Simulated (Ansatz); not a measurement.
# TaTi4: the cost of one run

Method: DFT PBE, scalar-relativistic, plane waves, PAW, in Ansatz 0.2.0.

1 further run of the same task is left out (set aside as unsound or not needed).

### 1 The starting structure

It takes space group P6/mmm (No. 191, hexagonal). The conventional cell has a = 5.452 Å, b = 5.452 Å, c = 4.781 Å, α = 90.00°, β = 90.00°, γ = 120.00°. Ti (site symmetry mmm) has 4 Ti at 2.73 Å and 2 Ta at 2.73 Å as nearest neighbours. Ti (site symmetry 6/mmm) is surrounded by 2 Ta at 2.39 Å. Ta (site symmetry 6/mmm) is surrounded by 8 Ti at 2.39 to 2.73 Å.

As a file:

```cif
data_structure
_symmetry_space_group_name_H-M 'P6/mmm'
_symmetry_Int_Tables_number 191
_cell_length_a 5.4524
_cell_length_b 5.4524
_cell_length_c 4.7806
_cell_angle_alpha 90.000
_cell_angle_beta 90.000
_cell_angle_gamma 120.000
_cell_volume 123.08
loop_
_atom_site_label
_atom_site_type_symbol
_atom_site_symmetry_multiplicity
_atom_site_Wyckoff_symbol
_atom_site_fract_x
_atom_site_fract_y
_atom_site_fract_z
_atom_site_occupancy
Ti1 Ti 3 g 0.50000 0.00000 0.50000 1
Ti2 Ti 1 a 0.00000 0.00000 0.00000 1
Ta1 Ta 1 b 0.00000 0.00000 0.50000 1
```

It is the end of an earlier relaxation with the same method, from a generated guess; it is a trial structure. At a tolerance of 0.05 Å it has space group P6/mmm (No. 191); it has 24.62 Å³/atom, an uncorrected energy of +1.18 eV/atom over the elements.

### 2 Electronic structure at the relaxed geometry

File input.yaml:

```yaml
crystal:
  lattice:
    - [5.4523568697, 0.0, 0.0]
    - [-2.7261784349, 4.7218795597, 0.0]
    - [0.0, 0.0, 4.7806318353]
  atoms:
    - { symbol: Ti, position: [0.5, 0.0, 0.5] }
    - { symbol: Ti, position: [0.0, 0.5, 0.5] }
    - { symbol: Ti, position: [0.5, 0.5, 0.5] }
    - { symbol: Ti, position: [0.0, 0.0, 0.0] }
    - { symbol: Ta, position: [0.0, 0.0, 0.5] }
basis:
  ecutwfc: 420
kpoints:
  mp_grid: { grid: [12, 12, 8] }
  band_path:
    path:
      - [[0.0, 0.0, 0.0], [0.5, 0.0, 0.0], [0.33333333, 0.33333333, 0.0], [0.0, 0.0, 0.0], [0.0, 0.0, 0.5], [0.5, 0.0, 0.5], [0.33333333, 0.33333333, 0.5], [0.0, 0.0, 0.5]]
      - [[0.5, 0.0, 0.5], [0.5, 0.0, 0.0]]
      - [[0.33333333, 0.33333333, 0.5], [0.33333333, 0.33333333, 0.0]]
    npoints: 14
hamiltonian:
  xc: pbe
scf:
  occupations: { method: gaussian, width: 0.1 }
  n_extra_bands: 12
output:
  forces: true
  stress: true
  eigenvalues: true
  populations: true
  dos: { projected: true, de: 0.02, nscf_kmesh: { grid: [15, 15, 10] } }
  bader: true
```

Run with:

```bash
$ ansatz run input.yaml --threads 1 --pin off --max-ram 2560MiB --backend cpu --events-out ev --progress --plain --runs-dir out
```

**Question.** How long does this run take on 1 thread of Intel Xeon 6975P-C (Granite Rapids), shared host, and how much memory does it need?

About 71 s, with a peak of 0.83 GiB.
